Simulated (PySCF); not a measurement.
# Pr³³⁺, Pr³⁴⁺: ionisation energy in even-tempered 18s13p8d4f3g, part 2 of 2

Wanted: the ionisation energy of praseodymium, up a ladder of methods.

PySCF 2.14.0; even-tempered 18s13p8d4f3g, the spin-free X2C one-electron Hamiltonian (Gaussian nucleus). The scripts are equivalent inputs of a driver's runs. Earlier steps stand in the parts before.

## (3) Pr³⁴⁺, method by method

#### UHF

input.py reads:

```python
from pyscf import gto, scf, dft, mp, cc
mol = gto.M(atom="Pr 0 0 0", charge=34, spin=3, symmetry="D2h",
            basis=gto.etbs([(0, 18, 5.3, 2.5), (1, 13, 6.9, 2.5), (2, 8, 6.9, 2.5), (3, 4, 30, 2.7), (4, 3, 45, 2.7)]),
            nucmod="G")
mf = scf.UHF(mol).sfx2c1e()
mf.irrep_nelec = {'Ag': (5, 4), 'B1g': (1, 1), 'B2g': (1, 0), 'B3g': (1, 0), 'B1u': (2, 2), 'B2u': (2, 2), 'B3u': (2, 2)}
mf.kernel()
```

The program printed:

```text
damping factor = 0
level_shift factor = 0
DIIS = <class 'pyscf.scf.diis.CDIIS'>
diis_start_cycle = 1
diis_space = 10
diis_damp = 0
SCF conv_tol = 1e-09
SCF conv_tol_grad = None
number electrons alpha = 14  beta = 11
cycle= 1 E= -8484.02376485599  delta_E= -0.011  |g|= 0.0505  |ddm|= 0.0113
cycle= 2 E= -8484.02378928136  delta_E= -2.44e-05  |g|= 0.00254  |ddm|= 0.000608
cycle= 3 E= -8484.02378934718  delta_E= -6.58e-08  |g|= 1.99e-05  |ddm|= 3.45e-05
cycle= 4 E= -8484.02378934718  delta_E=    0  |g|= 9.02e-07  |ddm|= 3.81e-07
converged SCF energy = -8484.02378934718  <S^2> = 3.7502866  2S+1 = 4.0001433
```

CPU time 15 s on a shared host, the integrals not counted.

Orbital energies by shell (radii are means over both spins):

```
shell  electrons  mean orbital energy (eV)  spread (eV)  rms radius (bohr)
 1s α          1                  -43704.4            0             0.0275
 1s β          1                  -43704.0            0             0.0275
 2s α          1                   -8377.7            0              0.111
 2s β          1                   -8357.9            0              0.111
 2p α          3                   -7659.0            0             0.0991
 2p β          3                   -7639.4            0             0.0991
 3s α          1                   -2864.3            0              0.280
 3s β          1                   -2840.5            0              0.280
 3p α          3                   -2632.1            0              0.277
 3p β          3                   -2602.3            0              0.277
 3d α          5                   -2325.6        5.848              0.250
 3d β          2                   -2309.7            0              0.250
```

⟨S²⟩ = 3.750, ⟨L²⟩ = 12.00.

Spin-orbit constants on these orbitals (cm⁻¹; bare nucleus, screened nucleus, mean field): 3d 89270, 74140, 72700. To first order in LS coupling the lowest level has J = 9/2 and lies 13.5 eV below the centre of the term.

Spin-orbit coupling is strong in this species (close to jj coupling), so the high-spin LS determinant is a model state, not a physical level.

#### LDA

Changes to input.py:

```diff
@@ -4,3 +4,3 @@
             nucmod="G")
-mf = scf.UHF(mol).sfx2c1e()
+mf = dft.UKS(mol, xc="LDA,VWN").sfx2c1e()
 mf.irrep_nelec = {'Ag': (5, 4), 'B1g': (1, 1), 'B2g': (1, 0), 'B3g': (1, 0), 'B1u': (2, 2), 'B2u': (2, 2), 'B3u': (2, 2)}
```

The program printed:

```text
damping factor = 0
level_shift factor = 0
DIIS = <class 'pyscf.scf.diis.CDIIS'>
diis_start_cycle = 1
diis_space = 10
diis_damp = 0
SCF conv_tol = 1e-09
SCF conv_tol_grad = None
number electrons alpha = 14  beta = 11
XC functionals = LDA,VWN
    P. A. M. Dirac.,  Math. Proc. Cambridge Philos. Soc. 26, 376 (1930)
    F. Bloch.,  Z. Phys. 57, 545 (1929)
    S. H. Vosko, L. Wilk, and M. Nusair.,  Can. J. Phys. 58, 1200 (1980)
cycle= 1 E= -8477.53037759094  delta_E= -0.0233  |g|= 0.0665  |ddm|= 0.0527
cycle= 2 E= -8477.53038893157  delta_E= -1.13e-05  |g|= 0.00774  |ddm|= 0.00106
cycle= 3 E= -8477.53038936982  delta_E= -4.38e-07  |g|= 0.000757  |ddm|= 0.000205
cycle= 4 E= -8477.5303893755  delta_E= -5.68e-09  |g|= 1.05e-05  |ddm|= 2.18e-05
cycle= 5 E= -8477.53038937548  delta_E= 2.18e-11  |g|= 1.15e-07  |ddm|= 3.46e-07
converged SCF energy = -8477.53038937548  <S^2> = 3.7500487  2S+1 = 4.0000243
```

It used 2.5 s of CPU time after the integrals (shared host).

#### PBE

Changes to input.py:

```diff
@@ -4,3 +4,3 @@
             nucmod="G")
-mf = dft.UKS(mol, xc="LDA,VWN").sfx2c1e()
+mf = dft.UKS(mol, xc="PBE").sfx2c1e()
 mf.irrep_nelec = {'Ag': (5, 4), 'B1g': (1, 1), 'B2g': (1, 0), 'B3g': (1, 0), 'B1u': (2, 2), 'B2u': (2, 2), 'B3u': (2, 2)}
```

The program printed:

```text
damping factor = 0
level_shift factor = 0
DIIS = <class 'pyscf.scf.diis.CDIIS'>
diis_start_cycle = 1
diis_space = 10
diis_damp = 0
SCF conv_tol = 1e-09
SCF conv_tol_grad = None
number electrons alpha = 14  beta = 11
XC functionals = PBE
    J. P. Perdew, K. Burke, and M. Ernzerhof.,  Phys. Rev. Lett. 77, 3865 (1996)
    J. P. Perdew, K. Burke, and M. Ernzerhof.,  Phys. Rev. Lett. 78, 1396 (1997)
    J. P. Perdew, K. Burke, and M. Ernzerhof.,  Phys. Rev. Lett. 77, 3865 (1996)
    J. P. Perdew, K. Burke, and M. Ernzerhof.,  Phys. Rev. Lett. 78, 1396 (1997)
cycle= 1 E= -8485.06167382987  delta_E= -0.0159  |g|= 0.0145  |ddm|= 0.041
cycle= 2 E= -8485.06167461985  delta_E= -7.9e-07  |g|= 0.000234  |ddm|= 0.000349
cycle= 3 E= -8485.06167462048  delta_E= -6.29e-10  |g|= 3.95e-05  |ddm|= 9.32e-06
cycle= 4 E= -8485.0616746205  delta_E= -1.64e-11  |g|= 4.33e-06  |ddm|= 1.32e-06
converged SCF energy = -8485.0616746205  <S^2> = 3.7500686  2S+1 = 4.0000343
```

CPU time 2.8 s on a shared host, the integrals not counted.

#### PBE0

Changes to input.py:

```diff
@@ -4,3 +4,3 @@
             nucmod="G")
-mf = dft.UKS(mol, xc="PBE").sfx2c1e()
+mf = dft.UKS(mol, xc="PBE0").sfx2c1e()
 mf.irrep_nelec = {'Ag': (5, 4), 'B1g': (1, 1), 'B2g': (1, 0), 'B3g': (1, 0), 'B1u': (2, 2), 'B2u': (2, 2), 'B3u': (2, 2)}
```

The program printed:

```text
damping factor = 0
level_shift factor = 0
DIIS = <class 'pyscf.scf.diis.CDIIS'>
diis_start_cycle = 1
diis_space = 10
diis_damp = 0
SCF conv_tol = 1e-09
SCF conv_tol_grad = None
number electrons alpha = 14  beta = 11
XC functionals = PBE0
    C. Adamo and V. Barone.,  J. Chem. Phys. 110, 6158 (1999)
    M. Ernzerhof and G. E. Scuseria.,  J. Chem. Phys. 110, 5029 (1999)
cycle= 1 E= -8485.13748713796  delta_E= -0.0107  |g|= 0.0194  |ddm|= 0.03
cycle= 2 E= -8485.13748929262  delta_E= -2.15e-06  |g|= 0.000476  |ddm|= 0.000414
cycle= 3 E= -8485.13748929446  delta_E= -1.84e-09  |g|= 4.74e-05  |ddm|= 1.04e-05
cycle= 4 E= -8485.13748929447  delta_E= -7.28e-12  |g|= 3.72e-06  |ddm|= 1.22e-06
converged SCF energy = -8485.13748929447  <S^2> = 3.7501062  2S+1 = 4.0000531
```

It used 5.2 s of CPU time after the integrals (shared host).

#### r2SCAN

Changes to input.py:

```diff
@@ -4,3 +4,3 @@
             nucmod="G")
-mf = dft.UKS(mol, xc="PBE0").sfx2c1e()
+mf = dft.UKS(mol, xc="R2SCAN").sfx2c1e()
 mf.irrep_nelec = {'Ag': (5, 4), 'B1g': (1, 1), 'B2g': (1, 0), 'B3g': (1, 0), 'B1u': (2, 2), 'B2u': (2, 2), 'B3u': (2, 2)}
```

The program printed:

```text
damping factor = 0
level_shift factor = 0
DIIS = <class 'pyscf.scf.diis.CDIIS'>
diis_start_cycle = 1
diis_space = 10
diis_damp = 0
SCF conv_tol = 1e-09
SCF conv_tol_grad = None
number electrons alpha = 14  beta = 11
XC functionals = R2SCAN
    J. W. Furness, A. D. Kaplan, J. Ning, J. P. Perdew, and J. Sun.,  J. Phys. Chem. Lett. 11, 8208-8215 (2020)
    J. W. Furness, A. D. Kaplan, J. Ning, J. P. Perdew, and J. Sun.,  J. Phys. Chem. Lett. 11, 9248-9248 (2020)
    J. W. Furness, A. D. Kaplan, J. Ning, J. P. Perdew, and J. Sun.,  J. Phys. Chem. Lett. 11, 8208-8215 (2020)
    J. W. Furness, A. D. Kaplan, J. Ning, J. P. Perdew, and J. Sun.,  J. Phys. Chem. Lett. 11, 9248-9248 (2020)
cycle= 1 E= -8485.62213399032  delta_E= -0.0118  |g|= 0.0226  |ddm|= 0.0288
cycle= 2 E= -8485.62213622723  delta_E= -2.24e-06  |g|= 0.000658  |ddm|= 0.000338
cycle= 3 E= -8485.6221362292  delta_E= -1.98e-09  |g|= 6.98e-05  |ddm|= 7.6e-06
cycle= 4 E= -8485.62213622923  delta_E= -2.36e-11  |g|= 5.39e-06  |ddm|= 1.73e-06
converged SCF energy = -8485.62213622923  <S^2> = 3.7501341  2S+1 = 4.000067
```

CPU time 7.3 s on a shared host, the integrals not counted.

#### MN15

Changes to input.py:

```diff
@@ -4,3 +4,3 @@
             nucmod="G")
-mf = dft.UKS(mol, xc="R2SCAN").sfx2c1e()
+mf = dft.UKS(mol, xc="MN15").sfx2c1e()
 mf.irrep_nelec = {'Ag': (5, 4), 'B1g': (1, 1), 'B2g': (1, 0), 'B3g': (1, 0), 'B1u': (2, 2), 'B2u': (2, 2), 'B3u': (2, 2)}
```

The program printed:

```text
damping factor = 0
level_shift factor = 0
DIIS = <class 'pyscf.scf.diis.CDIIS'>
diis_start_cycle = 1
diis_space = 10
diis_damp = 0
SCF conv_tol = 1e-09
SCF conv_tol_grad = None
number electrons alpha = 14  beta = 11
XC functionals = MN15
    H. S. Yu, X. He, S. L. Li, and D. G. Truhlar.,  Chem. Sci. 7, 5032-5051 (2016)
    H. S. Yu, X. He, S. L. Li, and D. G. Truhlar.,  Chem. Sci. 7, 5032-5051 (2016)
cycle= 1 E= -8491.96728027669  delta_E= -0.356  |g|= 2.77  |ddm|= 0.156
cycle= 2 E= -8491.96818973382  delta_E= -0.000909  |g|= 0.182  |ddm|= 0.0061
cycle= 3 E= -8491.96820918705  delta_E= -1.95e-05  |g|= 0.0102  |ddm|= 0.00144
cycle= 4 E= -8491.96820979682  delta_E= -6.1e-07  |g|= 0.0011  |ddm|= 0.00027
cycle= 5 E= -8491.96820980698  delta_E= -1.02e-08  |g|= 4.64e-05  |ddm|= 3.14e-05
cycle= 6 E= -8491.96820980699  delta_E= -1.09e-11  |g|= 7.7e-07  |ddm|= 1.1e-06
converged SCF energy = -8491.96820980699  <S^2> = 3.7501957  2S+1 = 4.0000979
```

It used 14 s of CPU time after the integrals (shared host).

#### r2SCANh

Changes to input.py:

```diff
@@ -4,3 +4,3 @@
             nucmod="G")
-mf = dft.UKS(mol, xc="MN15").sfx2c1e()
+mf = dft.UKS(mol, xc="HYB_MGGA_XC_R2SCANH").sfx2c1e()
 mf.irrep_nelec = {'Ag': (5, 4), 'B1g': (1, 1), 'B2g': (1, 0), 'B3g': (1, 0), 'B1u': (2, 2), 'B2u': (2, 2), 'B3u': (2, 2)}
```

The program printed:

```text
damping factor = 0
level_shift factor = 0
DIIS = <class 'pyscf.scf.diis.CDIIS'>
diis_start_cycle = 1
diis_space = 10
diis_damp = 0
SCF conv_tol = 1e-09
SCF conv_tol_grad = None
number electrons alpha = 14  beta = 11
XC functionals = HYB_MGGA_XC_R2SCANH
    M. Bursch, H. Neugebauer, S. Ehlert, and S. Grimme.,  J. Chem. Phys. 156, 134105 (2022)
cycle= 1 E= -8485.59727794655  delta_E= -0.0107  |g|= 0.0237  |ddm|= 0.0261
cycle= 2 E= -8485.59728089586  delta_E= -2.95e-06  |g|= 0.000747  |ddm|= 0.000402
cycle= 3 E= -8485.59728089892  delta_E= -3.06e-09  |g|= 8.35e-05  |ddm|= 9.54e-06
cycle= 4 E= -8485.59728089898  delta_E= -5.28e-11  |g|= 5.45e-06  |ddm|= 2.12e-06
converged SCF energy = -8485.59728089898  <S^2> = 3.7501449  2S+1 = 4.0000724
```

CPU time 9.8 s on a shared host, the integrals not counted.

#### MP2 (outer shells)

Changes to input.py:

```diff
@@ -4,4 +4,5 @@
             nucmod="G")
-mf = dft.UKS(mol, xc="HYB_MGGA_XC_R2SCANH").sfx2c1e()
+mf = scf.UHF(mol).sfx2c1e()
 mf.irrep_nelec = {'Ag': (5, 4), 'B1g': (1, 1), 'B2g': (1, 0), 'B3g': (1, 0), 'B1u': (2, 2), 'B2u': (2, 2), 'B3u': (2, 2)}
 mf.kernel()
+mp.UMP2(mf, frozen=5).kernel()
```

No log was kept for this step.

CPU time 4.3 s on a shared host, the integrals not counted.

With 15 electrons correlated, the MP2 correlation energy is -0.59184 hartree (-0.19218 same spin, -0.39966 opposite spin); the SCS form gives -0.54365. Largest pairs of shells: 3p-3d -0.2407, 3d-3d -0.1847, 3p-3p -0.0781, 3s-3d -0.0438, 3s-3p -0.0391.

Radial density 4πr²ρ of Pr³⁴⁺ at UHF, without picture-change correction:

```
r (bohr)  density  spin density
0.000388     1.04         0.000
0.000653     2.34         0.000
 0.00110     5.15         0.000
 0.00185     11.0         0.000
 0.00311     22.2        -0.001
 0.00522     40.9        -0.001
 0.00879     64.3        -0.001
  0.0148     78.6        -0.001
  0.0249     71.0         0.018
  0.0418     72.8         0.236
  0.0703     99.0         1.890
   0.118     69.9         8.205
   0.199     69.9        13.969
   0.335     34.4         5.275
   0.563     1.06         0.162
   0.947  0.00124         0.000
```

## (4) How the shells move

Highest occupied Hartree-Fock shell of each state: Pr³³⁺ 3d β at -2216.0 eV; Pr³⁴⁺ 3d β at -2309.7 eV.

## (5) Differences of total energies

Ionisation energy: Pr³³⁺ [Ar] 3d8 (3F) → Pr³⁴⁺ [Ar] 3d7 (4F).

```
                method  value (eV)  less the reference (eV)  CPU time, both states (s)
                   UHF      2210.3                     +8.3                         31
                   LDA      2211.2                     +9.2                          5
                   PBE      2211.0                     +9.0                        5.5
                  PBE0      2211.4                     +9.4                         10
                r2SCAN      2212.4                    +10.4                         15
                  MN15      2211.1                     +9.1                         27
               r2SCANh      2212.4                    +10.4                         20
    MP2 (outer shells)      2211.8                     +9.8                         39
SCS-MP2 (outer shells)      2211.7                     +9.7                         39
```

Reference: 2202 ± 5 eV (theoretical estimate listed by NIST; NIST Atomic Spectra Database, ionization energies). Spin-orbit coupling is strong in these open shells (close to jj coupling). The scalar numbers leave it out, so it can dominate the gap to the real levels. For this ion Breit and QED terms and the two-electron picture change, all absent here, are large against electron correlation.

Times are CPU seconds on a shared host without the integrals; correlated rows include their Hartree-Fock run, whose time holds the symmetry-adapted start and any spin-orbit constants, while functionals begin from orbitals already made.

## (6) What came out

The summary covers parts 1 to 2.

```
                quantity                                                         value
ionisation energy, Pr³³⁺  UHF 2210.3, MP2 (outer shells) 2211.8 eV; reference 2202 ± 5
```

**Reading.** The methods span 2.119 eV, from UHF (2210.3) to r2SCANh (2212.4). The reference is uncertain or not like for like (spin-orbit coupling or other relativistic terms), so no ranking of close methods is drawn. All values hold for this basis alone; no basis-set limit was taken.
